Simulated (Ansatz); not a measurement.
**CH3B2F: basis-set convergence**

Aim: see how fast density functionals converge with the basis set for CH3B2F.

Method: one geometry, several basis sets; program: Ansatz 0.2.0, Gaussian basis.

Plan: PBE0-D4/def2-SVP; ωB97M-V/def2-SVP; PBE0-D4/def2-QZVPP; ωB97M-V/def2-QZVPP; the functionals' def2-TZVPP values are taken from earlier runs.

**1. Structure used throughout**

All runs share one geometry, relaxed beforehand with PBE0-D4 in a triple-zeta def2 set.

SMILES `FB1BC1`, 7 atoms, charge 0, spin multiplicity 1.

Atoms are counted from 1 here; the program's logs count them from 0.

Bond lengths: F1–B2 1.303 Å, B2–B3 1.513 Å, B2–C4 1.682 Å, B3–C4 1.487 Å, B3–H5 1.179 Å, C4–H6 1.089 Å, C4–H7 1.101 Å. Angles: F1–B2–B3 177.7°, F1–B2–C4 127.1°, B3–B2–C4 55.2°, B2–B3–C4 68.2°, B2–B3–H5 161.9°, C4–B3–H5 129.9°, B2–C4–B3 56.6°, B2–C4–H6 179.7°, B2–C4–H7 74.1°, B3–C4–H6 123.1°, B3–C4–H7 130.8°, H6–C4–H7 106.1°.

Coordinates:

```xyz
7

F    -1.3691   -1.4026    0.9889
B    -0.8806   -0.5202    0.1635
B    -0.3672    0.5046   -0.8236
C     0.6737    0.1237    0.1682
H    -0.3133    1.2673   -1.7215
H     1.6783    0.5446    0.1686
H     0.6392   -0.5853    1.0101
```

**2. PBE0-D4 in def2-SVP**

File in.yaml:

```yaml
crystal:
  periodic: [false, false, false]
  atoms:
    - {symbol: F, position_ang: [-1.369070, -1.402589, 0.988932]}
    - {symbol: B, position_ang: [-0.880584, -0.520233, 0.163492]}
    - {symbol: B, position_ang: [-0.367248, 0.504638, -0.823647]}
    - {symbol: C, position_ang: [0.673716, 0.123658, 0.168211]}
    - {symbol: H, position_ang: [-0.313260, 1.267309, -1.721462]}
    - {symbol: H, position_ang: [1.678329, 0.544563, 0.168601]}
    - {symbol: H, position_ang: [0.639217, -0.585346, 1.010072]}
basis:
  gaussian: {orbitals: def2-SVP}
hamiltonian: {xc: pbe0, dispersion: d4}
output: {orbitals: {seedname: orbitals}}
```

On the command line:

```console
$ ansatz run in.yaml --threads 2 --pin off --events-out ev --progress --plain --max-ram 4352MiB
```

After this run come: ωB97M-V in def2-SVP; PBE0-D4 in def2-QZVPP; ωB97M-V in def2-QZVPP.

Q: Predict the results of all the runs planned. Wanted: PBE0-D4: double and triple zeta above quadruple; ωB97M-V: double and triple zeta above quadruple.

As calculated:

| quantity | value |
| --- | --- |
| PBE0-D4: double and triple zeta above quadruple | 6.26, 0.29 eV |
| ωB97M-V: double and triple zeta above quadruple | 6.44, 0.26 eV |

In words: PBE0-D4 gains 5.97 eV from double to triple zeta, then 0.29 eV more. Total energies overstate the basis error of differences, where much of it tends to cancel.
